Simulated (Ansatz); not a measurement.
# Be: properties at the relaxed cell

One table from this session's results is given with a row withheld; the runs are named, their logs left out.

Computed with Ansatz 0.2.0 (DFT PBEsol, scalar-relativistic, plane waves, PAW, unless a step's input says otherwise).

1 further run of the same task is left out (set aside as unsound or not needed).

## The starting structure

Symmetry: P6_3/mmc, No. 194, hexagonal system. Conventional cell: a = 2.257 Å, b = 2.257 Å, c = 3.553 Å, α = 90.00°, β = 90.00°, γ = 120.00°. Around Be (site symmetry -6m2) lie 12 Be at 2.20 to 2.26 Å.

Coordinates:

```cif
data_structure
_symmetry_space_group_name_H-M 'P6_3/mmc'
_symmetry_Int_Tables_number 194
_cell_length_a 2.2572
_cell_length_b 2.2572
_cell_length_c 3.5532
_cell_angle_alpha 90.000
_cell_angle_beta 90.000
_cell_angle_gamma 120.000
_cell_volume 15.68
loop_
_atom_site_label
_atom_site_type_symbol
_atom_site_symmetry_multiplicity
_atom_site_Wyckoff_symbol
_atom_site_fract_x
_atom_site_fract_y
_atom_site_fract_z
_atom_site_occupancy
Be1 Be 2 c 0.33333 0.66667 0.25000 1
```

It is the result of an earlier relaxation at this level (volume 7.84 Å³/atom; gap on the mesh: none (metal)).

Set-up of the first run:

input.yaml reads:

```yaml
crystal:
  lattice:
    - [2.2571841371, 0.0, 0.0]
    - [-1.1285920685, 1.9547788037, 0.0]
    - [0.0, 0.0, 3.5531657669]
  atoms:
    - { symbol: Be, position: [0.3333333333, 0.6666666667, 0.25] }
    - { symbol: Be, position: [0.6666666667, 0.3333333333, 0.75] }
basis:
  ecutwfc: 420
kpoints:
  mp_grid: { grid: [24, 24, 12] }
  band_path:
    path:
      - [[0.0, 0.0, 0.0], [0.5, 0.0, 0.0], [0.33333333, 0.33333333, 0.0], [0.0, 0.0, 0.0], [0.0, 0.0, 0.5], [0.5, 0.0, 0.5], [0.33333333, 0.33333333, 0.5], [0.0, 0.0, 0.5]]
      - [[0.5, 0.0, 0.5], [0.5, 0.0, 0.0]]
      - [[0.33333333, 0.33333333, 0.5], [0.33333333, 0.33333333, 0.0]]
    npoints: 14
hamiltonian:
  xc: pbesol
scf:
  occupations: { method: gaussian, width: 0.1 }
  n_extra_bands: 6
output:
  forces: true
  stress: true
  eigenvalues: true
  populations: true
  dos: { projected: true, de: 0.02, nscf_kmesh: { grid: [36, 36, 18] } }
  bader: true
  write_density: true
  write_potential: true
  elf: true
  volumetric_format: npy
```

Started as:

```
$ ansatz run input.yaml --threads 1 --pin off --max-ram 2560MiB --backend cpu --events-out ev --progress --plain --runs-dir out
```

Among the steps run: Bands, states and charges; Volume × 0.97; Volume × 1.03; Point at V/V0 = 0.94; Volume × 1.06.

One table of the session follows, with a row left open; its other results are not shown here.

It belongs to the step «Fit of the equation of state». 

```
volume (Å³/atom)  energy above the lowest point (meV/atom)  pressure (GPa)
           7.368                                      11.9            8.47
           7.604                                       2.8            3.95
           7.839                                       0.0           -0.01
           8.074                                         ?               ?
           8.309                                      10.0           -6.55
```

**Question.** Estimate the row for volume (Å³/atom) = 8.074.

Worked estimate for «energy above the lowest point (meV/atom)». A straight line through the neighbours (7.839, 0.0) and (8.309, 10.0) gives 0.0 + (10.0 − 0.0) × (8.074 − 7.839) / (8.309 − 7.839) = 5.0; a parabola fitted to 3 rows on both sides gives 2.4.

**Answer.** energy above the lowest point (meV/atom): 2.6; pressure (GPa): -3.49. In «energy above the lowest point (meV/atom)» the line misses by +2.4 and the parabola by -0.2.
